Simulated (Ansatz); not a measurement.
**CHFOSi (SMILES O=C=[SiH]F): functionals against CCSD(T) at one geometry**

One table from this session's results is given with a row withheld; the runs are named, their logs left out.

Program: Ansatz 0.2.0, Gaussian basis. Level of theory: single points in def2-TZVPP. These are calculated values, not measurements.

Cores are frozen in the correlated methods.

**Where the work starts**

5 atoms, charge 0, spin multiplicity 1.

Atoms are counted from 1 here; the program's logs count them from 0.

Bond lengths: O1–C2 1.203 Å, C2–Si3 1.772 Å, Si3–F4 1.718 Å, Si3–H5 1.513 Å. Angles: O1–C2–Si3 140.3°, C2–Si3–F4 107.0°, C2–Si3–H5 114.7°, F4–Si3–H5 97.2°.

Geometry (Å):

```xyz
5
CHFOSi
O     0.2241   -1.4618    1.7023
C     0.2532   -0.8956    0.6418
Si   -0.1584    0.6700   -0.0792
F    -1.2839    0.3628   -1.3397
H     0.9294    1.2743   -0.9395
```

Set-up of the first run:

File run/in.yaml:

```yaml
crystal:
  periodic: [false, false, false]
  atoms:
    - {symbol: O, position_ang: [0.224100, -1.461800, 1.702300]}
    - {symbol: C, position_ang: [0.253200, -0.895600, 0.641800]}
    - {symbol: Si, position_ang: [-0.158400, 0.670000, -0.079200]}
    - {symbol: F, position_ang: [-1.283900, 0.362800, -1.339700]}
    - {symbol: H, position_ang: [0.929400, 1.274300, -0.939500]}
basis:
  gaussian: {orbitals: def2-TZVPP}
correlation: {method: ccsd_t}
output: {forces: true}
```

The command line of these runs was not kept.

Steps of the session up to this table: CCSD(T)/def2-TZVPP; PBE0-D4/def2-TZVPP; wB97M-V/def2-TZVPP; r2SCAN-D4/def2-TZVPP; PBE-D4/def2-TZVPP; B97M-V/def2-TZVPP; revPBE-D4/def2-TZVPP.

One of the session's tables, all rows but one given; the rest of the session is left out.

```
   method  RMS force component (eV/Å)  angle to CCSD(T) forces (°)  dipole (D)
  CCSD(T)                       2.195                    reference        1.58
  PBE0-D4                       2.517                          9.3        1.54
  wB97M-V                       2.598                         10.0        1.56
r2SCAN-D4                           ?                            ?           ?
   PBE-D4                       1.923                          5.2        1.44
   B97M-V                       2.462                          7.5        1.44
revPBE-D4                       1.870                          6.4        1.42
```

Estimate the missing values for r2SCAN-D4.

**Answer.** RMS force component (eV/Å): 2.267; angle to CCSD(T) forces (°): 5.8; dipole (D): 1.46. In the column «RMS force component (eV/Å)» it lies between CCSD(T) (2.195) and B97M-V (2.462).
